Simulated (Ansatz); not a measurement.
Task: harmonic frequencies at the relaxed geometry of CH4O2SSi, SMILES O[Si]1(S)CO1, with Ansatz's Python interface. Give the script and its output. Level of theory (for the species named): PBE, 6-31G* basis, multiplicity 1.

```yaml
atoms:
  - { symbol: O, position_ang: [-0.5699, 0.3777, 1.8404] }
  - { symbol: Si, position_ang: [0.2535, -0.0930, 0.5406] }
  - { symbol: S, position_ang: [0.4806, -2.1738, 0.4597] }
  - { symbol: C, position_ang: [0.6621, 0.9349, -0.9332] }
  - { symbol: O, position_ang: [-0.6554, 0.2514, -0.8160] }
  - { symbol: H, position_ang: [-1.5730, 0.4921, 1.6649] }
  - { symbol: H, position_ang: [-0.4687, -2.4062, -0.3724] }
  - { symbol: H, position_ang: [1.3409, 0.5576, -1.6513] }
  - { symbol: H, position_ang: [0.6185, 2.0130, -0.7497] }
```

`freq.py`
```python
'''Vibrations of CH4O2SSi.'''

import logging
import sys

import ansatz as az
import numpy as np

logging.basicConfig(stream=sys.stdout, format='%(levelname)s:%(name)s:%(message)s')
log = logging.getLogger('calc')
log.setLevel(logging.INFO)

geometry_ang = [
    ('O', (-0.5699, 0.3777, 1.8404)),
    ('Si', (0.2535, -0.093, 0.5406)),
    ('S', (0.4806, -2.1738, 0.4597)),
    ('C', (0.6621, 0.9349, -0.9332)),
    ('O', (-0.6554, 0.2514, -0.816)),
    ('H', (-1.573, 0.4921, 1.6649)),
    ('H', (-0.4687, -2.4062, -0.3724)),
    ('H', (1.3409, 0.5576, -1.6513)),
    ('H', (0.6185, 2.013, -0.7497)),
]
ch4o2ssi = az.Crystal.molecule()
for symbol, xyz in geometry_ang:
    ch4o2ssi = ch4o2ssi.atom(symbol, xyz)

model = (
    ch4o2ssi.calculation()
    .basis(gaussian='6-31G*')
    .functional('pbe')
)
symbols = [site.symbol for site in ch4o2ssi.cartesian_sites]
start = np.array([site.position_ang for site in ch4o2ssi.cartesian_sites], dtype=float)
def progress(event):
    if event['event'] == 'relax_step':
        row = event['data']
        log.info(f'step {row["step"]:3d}  E = {row["lagrangian_ev"]:.6f} eV  max force {row["allowed_force_max_ev_ang"]:.4f} eV/A')


summary = model.relax(force_tolerance=0.003).session().plan().execute(on_event=progress).report
end = np.array(summary['positions_ang'])

log.info('bond        before    after (A)')
for i, j in [(0, 1), (0, 5), (1, 2), (1, 3), (1, 4), (2, 6), (3, 4), (3, 7), (3, 8)]:
    d0, d1 = (np.linalg.norm(xyz[i] - xyz[j]) for xyz in (start, end))
    print(f'{symbols[i]}{i}-{symbols[j]}{j}'.ljust(10), f'{d0:8.4f} {d1:8.4f}')

# same settings at the minimum
minimum = az.Crystal.molecule()
for symbol, xyz in zip(symbols, end):
    minimum = minimum.atom(symbol, xyz.tolist())
vibrating = (
    minimum.calculation()
    .basis(gaussian='6-31G*')
    .functional('pbe')
    .phonons(temperatures=(200, 600, 100))
)
vib = vibrating.run(threads=1, pin='off').report['vibrations']
sums = vib['harmonic_sums']
modes = [m['omega_inv_cm'] for m in sums['modes_at_gamma'] if m['rigid_motion'] == 'no']
print('frequencies (1/cm):', ' '.join(f'{w:.0f}' for w in modes))
print('imaginary modes:', sum(w < 0 for w in modes), ' zero-point energy:', round(sums['zero_point_energy_ev'], 4), 'eV')
log.info('T (K)   F_vib (eV)   S_vib (meV/K)   C_vib (meV/K)')
for row in zip(sums['temperatures_k'], sums['vibrational_free_energy_ev'], vib['entropy_ev_per_k'], vib['heat_capacity_ev_per_k']):
    log.info(f'{row[0]:6.1f} {row[1]:11.4f} {1000 * row[2]:13.4f} {1000 * row[3]:15.4f}')

# all hydrogen replaced by deuterium
heavier = vibrating.phonons(masses={'H': 2.014102}).run(threads=1, pin='off').report['vibrations']['harmonic_sums']
print('deuterated (1/cm):', ' '.join(f'{m["omega_inv_cm"]:.0f}' for m in heavier['modes_at_gamma'] if m['rigid_motion'] == 'no'))
print('zero-point energy falls by', round(sums['zero_point_energy_ev'] - heavier['zero_point_energy_ev'], 4), 'eV')
```

```console
$ python freq.py
INFO:calc:step   1  E = -23894.295776 eV  max force 2.4758 eV/A
INFO:calc:step   2  E = -23894.784060 eV  max force 1.1939 eV/A
INFO:calc:step   3  E = -23894.864431 eV  max force 0.9951 eV/A
INFO:calc:step   4  E = -23894.871648 eV  max force 1.8893 eV/A
INFO:calc:step   5  E = -23894.969207 eV  max force 0.4088 eV/A
INFO:calc:step   6  E = -23895.007712 eV  max force 0.1882 eV/A
INFO:calc:step   7  E = -23895.029628 eV  max force 0.3697 eV/A
INFO:calc:step   8  E = -23895.025341 eV  max force 0.4826 eV/A
INFO:calc:step   9  E = -23895.049325 eV  max force 0.1646 eV/A
INFO:calc:step  10  E = -23895.053970 eV  max force 0.0686 eV/A
INFO:calc:step  11  E = -23895.053410 eV  max force 0.1068 eV/A
INFO:calc:step  12  E = -23895.054484 eV  max force 0.0373 eV/A
INFO:calc:step  13  E = -23895.054769 eV  max force 0.0060 eV/A
INFO:calc:step  14  E = -23895.054775 eV  max force 0.0052 eV/A
INFO:calc:step  15  E = -23895.054777 eV  max force 0.0026 eV/A
INFO:calc:bond        before    after (A)
O0-Si1       1.6090   1.6602
O0-H5        1.0247   0.9774
Si1-S2       2.0947   2.1303
Si1-C3       1.8427   1.8239
Si1-O4       1.6689   1.6759
S2-H6        1.2836   1.3604
C3-O4        1.4889   1.5380
C3-H7        1.0577   1.1004
C3-H8        1.0945   1.1002
frequencies (1/cm): 117 184 202 246 259 291 462 644 714 736 763 823 917 1022 1051 1105 1452 2624 3022 3096 3690
imaginary modes: 0  zero-point energy: 1.4519 eV
INFO:calc:T (K)   F_vib (eV)   S_vib (meV/K)   C_vib (meV/K)
INFO:calc: 200.0      1.4227        0.3911          0.5335
INFO:calc: 300.0      1.3705        0.6524          0.7639
INFO:calc: 400.0      1.2928        0.8982          0.9450
INFO:calc: 500.0      1.1915        1.1242          1.0783
INFO:calc: 600.0      1.0686        1.3300          1.1780
deuterated (1/cm): 93 169 174 195 231 273 440 528 572 635 651 694 791 847 915 976 1110 1884 2190 2305 2686
zero-point energy falls by 0.3139 eV
```

Total energies depend on the basis set; only differences at equal settings carry meaning. The frequencies are harmonic and unscaled, in a modest basis. The result belongs to the one conformer reached from this start, and soft torsions count as harmonic oscillators. Hardware and time: 2.2 min on 1 thread of Intel(R) Xeon(R) 6975P-C (Granite Rapids), on a shared host, peak memory 0.23 GiB.

(A comment or docstring line of the script was reworded after the run, the code is as it ran; lines on the test bed's own set-up are left out of the output.)
